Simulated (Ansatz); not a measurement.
**Rb (diamond type): a single-point run**

Aim: a sound single-point run of Rb (diamond type). The structure is shown as the input types it.

Program: Ansatz 0.2.0. Level of theory: DFT, LDA, norm-conserving pseudopotentials, Ansatz's default files, scalar-relativistic. These are calculated values, not measurements.

1 further run of the same task is left out (it didn't finish).

**1. Starting point**

Symmetry: Fd-3m, No. 227, cubic system. The conventional cell has a = 8.924 Å, b = 8.924 Å, c = 8.924 Å, α = 90.00°, β = 90.00°, γ = 90.00°. Around Rb (site symmetry -43m) lie 4 Rb at 3.86 Å.

As a file:

```
Rb
1.0
     0.00000    4.46176    4.46176
     4.46176    0.00000    4.46176
     4.46176    4.46176    0.00000
Rb
2
Direct
  0.87500 0.87500 0.87500
  0.12500 0.12500 0.12500
```

**2. Running it**

Input file input.yaml:

```yaml
crystal:
  lattice:
    - [0.0, 4.4617593269, 4.4617593269]
    - [4.4617593269, 0.0, 4.4617593269]
    - [4.4617593269, 4.4617593269, 0.0]
  atoms:
    - { symbol: Rb, position: [-0.125, -0.125, -0.125] }
    - { symbol: Rb, position: [0.125, 0.125, 0.125] }
kpoints:
  mp_grid: { grid: [7, 7, 7] }
scf:
  occupations: { method: fermi_dirac, width: 0.08 }
  mixing: { algorithm: anderson, beta: 0.001, ndim: 1 }
  max_iter: 75
hamiltonian:
  xc: lda
  pseudopotentials: { kind: nc }
output:
  forces: true
  stress: true
  eigenvalues: true
```

Launch:

```bash
$ ansatz run input.yaml --threads 1 --pin off --max-ram 2048MiB --backend cpu --events-out ev --progress --plain --runs-dir out
```

What happens when this is run?

This run ends as converged. Convergence says nothing about whether the input makes sense.

In the input, scf.mixing.algorithm is anderson; scf.mixing.beta is 0.001; scf.mixing.ndim is 1. The risk: mixing too weak. The residual crept for many cycles and then fell at once, which so weak a step can't do by itself: the program changed its mixing. Several mixing settings were changed at once, so this run can't tell how much each is to blame.

To check: delete scf.mixing.algorithm, scf.mixing.beta and scf.mixing.ndim (the default then holds).
